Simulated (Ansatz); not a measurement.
Born–Oppenheimer molecular dynamics of a periodic cell of 15 atoms, Tl$_{7}$Se$_{8}$ (host TlSe, host structure I4/mcm, one Tl atom removed), cell charge -1. It goes on from the last frame of an earlier run, with new velocities.

All numbers below come from DFT PBEsol, scalar-relativistic, plane waves, PAW in Ansatz 0.2.0. Settings: cutoff 420 eV, k mesh 1x1x1, fermi-dirac smearing 0.05 eV, no spin polarisation.

| Property | Result |
| --- | --- |
| ensemble | NVT, Langevin thermostat |
| time step | 3 fs |
| steps asked | 380 |
| set temperature | 1120 K |
| friction | 0.005 /fs |
| seed | 608056 |

Frames 6 fs apart, positions in Å, forces in eV/Å.

Velocities at 840.0 fs (Å/ps):

```
Tl -1.78 -0.50 -0.74
Tl -6.67 -3.31 0.49
Tl -1.68 3.11 1.19
Tl -0.33 -0.85 2.04
Se 4.95 3.48 -1.13
Se 1.53 3.07 -6.72
Se -6.54 -1.61 -1.47
Se -1.58 -1.79 -0.15
Tl 0.54 -1.63 2.46
Tl 2.01 1.96 1.36
Tl -2.86 -1.94 -2.87
Se 5.00 -0.31 4.18
Se -0.43 -1.27 -3.77
Se -3.63 0.73 -5.89
Se 7.11 -6.70 4.86
```

```xyz
15
Lattice="8.2357 0.0000 0.0000 0.0000 8.2357 0.0000 0.0000 0.0000 7.1496" Properties=species:S:1:pos:R:3:forces:R:3 time_fs=840.0 energy_less_start_eV=0.113 T=1431
Tl -0.432 -0.066 5.577 0.14 0.41 0.11
Tl -0.403 -0.266 1.499 -0.24 0.19 0.48
Tl -0.217 3.955 2.034 -0.22 0.08 0.91
Tl 3.632 -0.710 2.255 -0.40 0.50 -0.99
Se 4.503 1.351 0.553 0.34 0.01 -0.04
Se 1.097 2.807 0.100 0.09 -0.49 -0.05
Se 1.831 0.865 3.900 0.79 -0.62 -0.22
Se 6.745 2.201 3.796 0.58 0.66 0.02
Tl 3.442 3.772 5.816 0.50 -0.80 -0.60
Tl 3.832 -0.019 5.585 -0.79 -0.25 0.86
Tl -0.485 4.186 5.547 -0.47 -0.31 0.41
Se 0.578 5.988 3.943 -0.06 -0.63 -0.65
Se 5.549 7.116 4.024 0.12 -0.21 -0.50
Se 6.396 5.380 0.597 -0.01 -0.08 -0.67
Se 2.893 5.982 -0.020 -0.39 1.55 0.92
15
Lattice="8.2357 0.0000 0.0000 0.0000 8.2357 0.0000 0.0000 0.0000 7.1496" Properties=species:S:1:pos:R:3:forces:R:3 time_fs=846.0 energy_less_start_eV=0.196 T=1576
Tl -0.441 -0.069 5.577 0.12 0.38 0.16
Tl -0.442 -0.286 1.505 -0.22 0.21 0.45
Tl -0.229 3.975 2.041 -0.17 0.06 0.62
Tl 3.631 -0.713 2.264 -0.49 0.55 -1.09
Se 4.531 1.376 0.548 0.27 -0.11 -0.01
Se 1.110 2.829 0.059 -0.08 -0.48 0.26
Se 1.795 0.853 3.893 0.98 -0.63 -0.22
Se 6.738 2.193 3.797 0.57 0.66 -0.02
Tl 3.443 3.761 5.831 0.59 -0.84 -0.73
Tl 3.843 -0.006 5.593 -0.80 -0.33 0.75
Tl -0.499 4.172 5.527 -0.46 -0.26 0.44
Se 0.611 5.986 3.968 -0.20 -0.62 -0.70
Se 5.546 7.106 3.998 0.16 -0.16 -0.29
Se 6.369 5.383 0.559 0.19 -0.22 -0.50
Se 2.938 5.942 0.016 -0.45 1.79 0.89
15
Lattice="8.2357 0.0000 0.0000 0.0000 8.2357 0.0000 0.0000 0.0000 7.1496" Properties=species:S:1:pos:R:3:forces:R:3 time_fs=852.0 energy_less_start_eV=0.296 T=1554
Tl -0.445 -0.073 5.578 0.08 0.35 0.20
Tl -0.482 -0.303 1.515 -0.19 0.23 0.41
Tl -0.243 3.994 2.046 -0.15 0.06 0.35
Tl 3.629 -0.716 2.271 -0.58 0.60 -1.17
Se 4.557 1.403 0.540 0.22 -0.23 0.02
Se 1.128 2.851 0.023 -0.26 -0.49 0.53
Se 1.761 0.829 3.883 1.13 -0.60 -0.25
Se 6.740 2.188 3.800 0.53 0.61 -0.06
Tl 3.447 3.744 5.847 0.68 -0.81 -0.85
Tl 3.851 0.004 5.598 -0.77 -0.41 0.67
Tl -0.510 4.157 5.505 -0.45 -0.21 0.53
Se 0.637 5.976 3.993 -0.31 -0.56 -0.78
Se 5.545 7.098 3.969 0.21 -0.11 -0.07
Se 6.339 5.383 0.518 0.39 -0.36 -0.35
Se 2.985 5.906 0.060 -0.52 1.94 0.82
15
Lattice="8.2357 0.0000 0.0000 0.0000 8.2357 0.0000 0.0000 0.0000 7.1496" Properties=species:S:1:pos:R:3:forces:R:3 time_fs=858.0 energy_less_start_eV=0.397 T=1361
Tl -0.449 -0.078 5.580 0.05 0.31 0.24
Tl -0.519 -0.318 1.526 -0.17 0.24 0.38
Tl -0.256 4.009 2.053 -0.11 0.04 0.10
Tl 3.626 -0.715 2.275 -0.65 0.66 -1.20
Se 4.583 1.427 0.529 0.19 -0.32 0.04
Se 1.151 2.866 -0.007 -0.48 -0.48 0.75
Se 1.732 0.803 3.872 1.24 -0.54 -0.29
Se 6.748 2.189 3.809 0.46 0.53 -0.12
Tl 3.449 3.725 5.863 0.78 -0.69 -0.93
Tl 3.859 0.015 5.600 -0.74 -0.48 0.61
Tl -0.520 4.140 5.484 -0.43 -0.19 0.69
Se 0.659 5.954 4.014 -0.38 -0.46 -0.85
Se 5.549 7.096 3.941 0.25 -0.08 0.11
Se 6.311 5.377 0.481 0.56 -0.49 -0.23
Se 3.031 5.885 0.110 -0.58 1.96 0.70
15
Lattice="8.2357 0.0000 0.0000 0.0000 8.2357 0.0000 0.0000 0.0000 7.1496" Properties=species:S:1:pos:R:3:forces:R:3 time_fs=864.0 energy_less_start_eV=0.499 T=1384
Tl -0.452 -0.080 5.580 0.03 0.26 0.29
Tl -0.558 -0.332 1.540 -0.13 0.25 0.33
Tl -0.271 4.022 2.059 -0.07 0.03 -0.10
Tl 3.623 -0.713 2.277 -0.71 0.73 -1.18
Se 4.605 1.446 0.517 0.19 -0.37 0.10
Se 1.172 2.876 -0.035 -0.67 -0.46 0.94
Se 1.705 0.776 3.863 1.35 -0.48 -0.34
Se 6.755 2.186 3.817 0.40 0.44 -0.19
Tl 3.454 3.708 5.883 0.87 -0.51 -0.98
Tl 3.862 0.027 5.604 -0.69 -0.58 0.48
Tl -0.528 4.127 5.463 -0.39 -0.16 0.84
Se 0.681 5.936 4.028 -0.45 -0.38 -0.89
Se 5.556 7.090 3.909 0.24 -0.03 0.33
Se 6.287 5.366 0.444 0.68 -0.58 -0.14
Se 3.073 5.877 0.164 -0.65 1.86 0.52
15
Lattice="8.2357 0.0000 0.0000 0.0000 8.2357 0.0000 0.0000 0.0000 7.1496" Properties=species:S:1:pos:R:3:forces:R:3 time_fs=870.0 energy_less_start_eV=0.600 T=1374
Tl -0.460 -0.081 5.585 0.02 0.22 0.29
Tl -0.598 -0.347 1.549 -0.09 0.28 0.31
Tl -0.285 4.035 2.063 -0.01 -0.02 -0.25
Tl 3.622 -0.709 2.275 -0.77 0.84 -1.08
Se 4.624 1.463 0.498 0.21 -0.39 0.18
Se 1.192 2.885 -0.063 -0.85 -0.45 1.10
Se 1.683 0.756 3.849 1.42 -0.46 -0.37
Se 6.766 2.181 3.823 0.32 0.36 -0.25
Tl 3.462 3.693 5.906 0.97 -0.30 -1.03
Tl 3.861 0.038 5.607 -0.64 -0.68 0.32
Tl -0.534 4.115 5.442 -0.35 -0.15 0.99
Se 0.695 5.917 4.036 -0.47 -0.27 -0.93
Se 5.563 7.078 3.875 0.22 0.03 0.54
Se 6.274 5.352 0.407 0.72 -0.65 -0.08
Se 3.110 5.879 0.226 -0.71 1.65 0.26
15
Lattice="8.2357 0.0000 0.0000 0.0000 8.2357 0.0000 0.0000 0.0000 7.1496" Properties=species:S:1:pos:R:3:forces:R:3 time_fs=876.0 energy_less_start_eV=0.695 T=1318
Tl -0.466 -0.080 5.594 0.03 0.19 0.26
Tl -0.642 -0.356 1.556 -0.04 0.30 0.31
Tl -0.300 4.051 2.062 0.07 -0.09 -0.33
Tl 3.620 -0.705 2.270 -0.75 1.00 -0.85
Se 4.644 1.479 0.475 0.26 -0.41 0.28
Se 1.207 2.888 -0.090 -0.99 -0.44 1.23
Se 1.676 0.742 3.834 1.41 -0.46 -0.36
Se 6.778 2.178 3.830 0.25 0.28 -0.33
Tl 3.475 3.679 5.928 1.04 -0.08 -1.05
Tl 3.856 0.047 5.611 -0.59 -0.77 0.15
Tl -0.536 4.104 5.421 -0.34 -0.17 1.17
Se 0.698 5.896 4.046 -0.42 -0.11 -1.01
Se 5.575 7.066 3.846 0.14 0.09 0.69
Se 6.268 5.335 0.378 0.70 -0.68 -0.07
Se 3.147 5.885 0.291 -0.78 1.37 -0.06
15
Lattice="8.2357 0.0000 0.0000 0.0000 8.2357 0.0000 0.0000 0.0000 7.1496" Properties=species:S:1:pos:R:3:forces:R:3 time_fs=882.0 energy_less_start_eV=0.791 T=1260
Tl -0.480 -0.075 5.602 0.07 0.17 0.20
Tl -0.687 -0.362 1.560 0.01 0.33 0.31
Tl -0.314 4.071 2.058 0.14 -0.18 -0.36
Tl 3.616 -0.699 2.261 -0.67 1.20 -0.50
Se 4.663 1.493 0.461 0.30 -0.44 0.35
Se 1.223 2.882 -0.106 -1.10 -0.40 1.30
Se 1.677 0.731 3.821 1.36 -0.47 -0.34
Se 6.789 2.182 3.834 0.17 0.18 -0.41
Tl 3.490 3.665 5.953 1.07 0.10 -1.09
Tl 3.849 0.057 5.614 -0.54 -0.83 0.01
Tl -0.534 4.088 5.405 -0.33 -0.21 1.36
Se 0.698 5.869 4.058 -0.32 0.09 -1.11
Se 5.591 7.051 3.825 0.00 0.15 0.76
Se 6.261 5.318 0.351 0.68 -0.70 -0.07
Se 3.182 5.892 0.353 -0.86 1.04 -0.42
15
Lattice="8.2357 0.0000 0.0000 0.0000 8.2357 0.0000 0.0000 0.0000 7.1496" Properties=species:S:1:pos:R:3:forces:R:3 time_fs=888.0 energy_less_start_eV=0.891 T=1160
Tl -0.493 -0.068 5.612 0.08 0.15 0.12
Tl -0.733 -0.368 1.562 0.06 0.35 0.32
Tl -0.326 4.093 2.059 0.21 -0.27 -0.39
Tl 3.609 -0.697 2.249 -0.55 1.44 -0.11
Se 4.687 1.506 0.450 0.32 -0.50 0.40
Se 1.235 2.878 -0.115 -1.13 -0.37 1.35
Se 1.685 0.712 3.810 1.29 -0.43 -0.31
Se 6.797 2.198 3.837 0.08 0.01 -0.51
Tl 3.508 3.655 5.975 1.07 0.22 -1.12
Tl 3.838 0.067 5.619 -0.48 -0.87 -0.09
Tl -0.528 4.073 5.393 -0.33 -0.21 1.57
Se 0.697 5.844 4.066 -0.22 0.27 -1.18
Se 5.601 7.036 3.807 -0.12 0.22 0.82
Se 6.252 5.296 0.330 0.68 -0.70 -0.10
Se 3.206 5.894 0.407 -0.94 0.69 -0.77
15
Lattice="8.2357 0.0000 0.0000 0.0000 8.2357 0.0000 0.0000 0.0000 7.1496" Properties=species:S:1:pos:R:3:forces:R:3 time_fs=894.0 energy_less_start_eV=0.976 T=1222
Tl -0.502 -0.061 5.623 0.09 0.13 0.03
Tl -0.778 -0.378 1.560 0.10 0.38 0.33
Tl -0.336 4.121 2.060 0.27 -0.37 -0.37
Tl 3.596 -0.695 2.233 -0.36 1.73 0.37
Se 4.715 1.521 0.447 0.29 -0.60 0.38
Se 1.240 2.877 -0.115 -1.08 -0.33 1.36
Se 1.706 0.691 3.797 1.16 -0.37 -0.26
Se 6.806 2.210 3.844 0.01 -0.14 -0.63
Tl 3.527 3.647 5.993 1.02 0.30 -1.12
Tl 3.827 0.075 5.620 -0.38 -0.85 -0.11
Tl -0.524 4.059 5.388 -0.27 -0.13 1.68
Se 0.701 5.831 4.073 -0.18 0.35 -1.20
Se 5.614 7.019 3.791 -0.28 0.30 0.83
Se 6.243 5.269 0.311 0.65 -0.68 -0.13
Se 3.226 5.894 0.459 -1.03 0.29 -1.17
15
Lattice="8.2357 0.0000 0.0000 0.0000 8.2357 0.0000 0.0000 0.0000 7.1496" Properties=species:S:1:pos:R:3:forces:R:3 time_fs=900.0 energy_less_start_eV=1.045 T=1197
Tl -0.511 -0.054 5.635 0.09 0.11 -0.05
Tl -0.822 -0.384 1.560 0.15 0.41 0.34
Tl -0.347 4.149 2.062 0.35 -0.46 -0.31
Tl 3.583 -0.697 2.220 -0.17 2.06 0.85
Se 4.742 1.535 0.449 0.26 -0.71 0.34
Se 1.236 2.876 -0.102 -0.93 -0.27 1.31
Se 1.733 0.671 3.789 1.02 -0.30 -0.22
Se 6.814 2.222 3.847 -0.05 -0.28 -0.74
Tl 3.547 3.638 6.007 0.88 0.34 -1.08
Tl 3.815 0.083 5.623 -0.26 -0.82 -0.08
Tl -0.521 4.043 5.389 -0.19 -0.02 1.73
Se 0.706 5.819 4.078 -0.16 0.36 -1.18
Se 5.627 7.004 3.779 -0.43 0.36 0.85
Se 6.239 5.234 0.291 0.57 -0.60 -0.17
Se 3.240 5.890 0.510 -1.13 -0.16 -1.58
15
Lattice="8.2357 0.0000 0.0000 0.0000 8.2357 0.0000 0.0000 0.0000 7.1496" Properties=species:S:1:pos:R:3:forces:R:3 time_fs=906.0 energy_less_start_eV=1.080 T=1277
Tl -0.517 -0.047 5.647 0.08 0.09 -0.13
Tl -0.866 -0.387 1.563 0.20 0.43 0.33
Tl -0.362 4.174 2.066 0.47 -0.57 -0.21
Tl 3.572 -0.695 2.209 0.02 2.34 1.26
Se 4.782 1.539 0.458 0.19 -0.79 0.27
Se 1.222 2.871 -0.083 -0.70 -0.23 1.24
Se 1.769 0.649 3.781 0.83 -0.19 -0.17
Se 6.822 2.234 3.849 -0.12 -0.43 -0.88
Tl 3.571 3.633 6.023 0.70 0.33 -1.01
Tl 3.805 0.090 5.627 -0.13 -0.79 -0.02
Tl -0.518 4.023 5.393 -0.05 0.12 1.74
Se 0.704 5.809 4.078 -0.14 0.34 -1.14
Se 5.640 6.990 3.770 -0.55 0.41 0.88
Se 6.247 5.194 0.272 0.42 -0.47 -0.22
Se 3.248 5.887 0.554 -1.22 -0.60 -1.94
```

Of the whole run (1140 fs, mean temperature of the second half 1367 K): The mean temperature of the second half is 22 % above the set value. A run of 1.1 ps of so small a system gives no equilibrium averages. Limits of this set-up: coarse k mesh, charged cell in a uniform background, uncorrected.

Time of the run: 21 min on 1 thread of Arm Neoverse V2, with other jobs on the host, peak memory 0.59 GiB.
